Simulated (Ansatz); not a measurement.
# C₄H₁₁F₂GaSi: small, medium and large basis sets

The task here is to estimate one member of a computed series from the others.

Program: Ansatz 0.2.0, Gaussian basis. Level of theory: one geometry, several basis sets. These are calculated values, not measurements.

Plan: PBE0-D4/def2-SVP; ωB97M-V/def2-SVP; PBE0-D4/def2-QZVPP; ωB97M-V/def2-QZVPP; the functionals' def2-TZVPP values are taken from earlier runs.

## The geometry

An earlier PBE0-D4 in a triple-zeta def2 set relaxation fixed the geometry.

SMILES `C[Si](C)(C)[CH2][Ga]([F])[F]`, 19 atoms, charge 0, spin multiplicity 1.

Atoms are counted from 1 here; the program's logs count them from 0.

Bond lengths: C1–Si2 1.875 Å, C1–H9 1.093 Å, C1–H10 1.093 Å, C1–H11 1.095 Å, Si2–C3 1.871 Å, Si2–C4 1.869 Å, Si2–C5 1.889 Å, C3–H12 1.094 Å, C3–H13 1.093 Å, C3–H14 1.093 Å, C4–H15 1.093 Å, C4–H16 1.094 Å, C4–H17 1.093 Å, C5–Ga6 1.927 Å, C5–H18 1.093 Å, C5–H19 1.094 Å, Ga6–F7 1.748 Å, Ga6–F8 1.752 Å. Angles: Si2–C1–H9 110.8°, Si2–C1–H10 111.6°, Si2–C1–H11 112.0°, H9–C1–H10 107.6°, H9–C1–H11 106.8°, H10–C1–H11 107.8°, C1–Si2–C3 110.0°, C1–Si2–C4 110.0°, C1–Si2–C5 108.4°, C3–Si2–C4 110.9°, C3–Si2–C5 109.1°, C4–Si2–C5 108.3°, Si2–C3–H12 110.9°, Si2–C3–H13 111.2°, Si2–C3–H14 111.1°, H12–C3–H13 107.8°, H12–C3–H14 107.8°, H13–C3–H14 107.9° and more.

Coordinates:

```
C     0.93430   -0.87253   -1.31338
Si    0.29422   -0.20521    0.31821
C     1.68072   -0.14338    1.57308
C    -1.11571   -1.26608    0.93527
C    -0.35993    1.54337    0.03218
Ga   -1.54843    1.59761   -1.48415
F    -1.25012    2.42369   -2.99588
F    -3.06712    0.72710   -1.55986
H     1.39754   -1.85341   -1.17677
H     1.68553   -0.21010   -1.75219
H     0.13131   -1.00088   -2.04715
H     2.07064   -1.14548    1.77199
H     2.51002    0.47338    1.21707
H     1.33465    0.27470    2.52193
H    -1.48405   -0.90945    1.90099
H    -1.95607   -1.25750    0.23538
H    -0.79617   -2.30364    1.06419
H     0.45345    2.24904   -0.15452
H    -0.91477    1.87875    0.91363
```

The first run:

Contents of in.yaml:

```yaml
crystal:
  periodic: [false, false, false]
  atoms:
    - {symbol: C, position_ang: [0.934302, -0.872528, -1.313378]}
    - {symbol: Si, position_ang: [0.294217, -0.205207, 0.318209]}
    - {symbol: C, position_ang: [1.680716, -0.143376, 1.573083]}
    - {symbol: C, position_ang: [-1.115711, -1.266084, 0.935268]}
    - {symbol: C, position_ang: [-0.359929, 1.543372, 0.032178]}
    - {symbol: Ga, position_ang: [-1.548431, 1.597608, -1.484154]}
    - {symbol: F, position_ang: [-1.250125, 2.423689, -2.995879]}
    - {symbol: F, position_ang: [-3.067121, 0.727099, -1.559864]}
    - {symbol: H, position_ang: [1.397544, -1.853410, -1.176770]}
    - {symbol: H, position_ang: [1.685529, -0.210099, -1.752195]}
    - {symbol: H, position_ang: [0.131307, -1.000884, -2.047146]}
    - {symbol: H, position_ang: [2.070636, -1.145479, 1.771989]}
    - {symbol: H, position_ang: [2.510021, 0.473379, 1.217068]}
    - {symbol: H, position_ang: [1.334652, 0.274697, 2.521926]}
    - {symbol: H, position_ang: [-1.484052, -0.909447, 1.900993]}
    - {symbol: H, position_ang: [-1.956072, -1.257495, 0.235383]}
    - {symbol: H, position_ang: [-0.796165, -2.303637, 1.064191]}
    - {symbol: H, position_ang: [0.453450, 2.249035, -0.154518]}
    - {symbol: H, position_ang: [-0.914766, 1.878755, 0.913626]}
basis:
  gaussian: {orbitals: def2-SVP}
hamiltonian: {xc: pbe0, dispersion: d4}
output: {orbitals: {seedname: orbitals}}
```

On the command line:

```
$ ansatz run in.yaml --threads 4 --pin off --events-out ev --progress --plain --max-ram 66560MiB --backend cpu
```

Among the steps run: PBE0-D4 in def2-SVP; ωB97M-V in def2-SVP; PBE0-D4 in def2-QZVPP; ωB97M-V in def2-QZVPP.

One table of the session follows, with a row left open; its other results are not shown here.

It belongs to the step «Density functionals: the series». 

```
functional       basis  HOMO (eV)
   PBE0-D4    def2-SVP      -8.53
   PBE0-D4  def2-TZVPP          ?
   PBE0-D4  def2-QZVPP      -8.59
   ωB97M-V    def2-SVP     -10.71
   ωB97M-V  def2-TZVPP     -10.76
   ωB97M-V  def2-QZVPP     -10.78
```

Q: Estimate the row for PBE0-D4, def2-TZVPP from the others.

The run gave: HOMO (eV): -8.57. In the column «HOMO (eV)» it lies between PBE0-D4, def2-QZVPP (-8.59) and PBE0-D4, def2-SVP (-8.53).
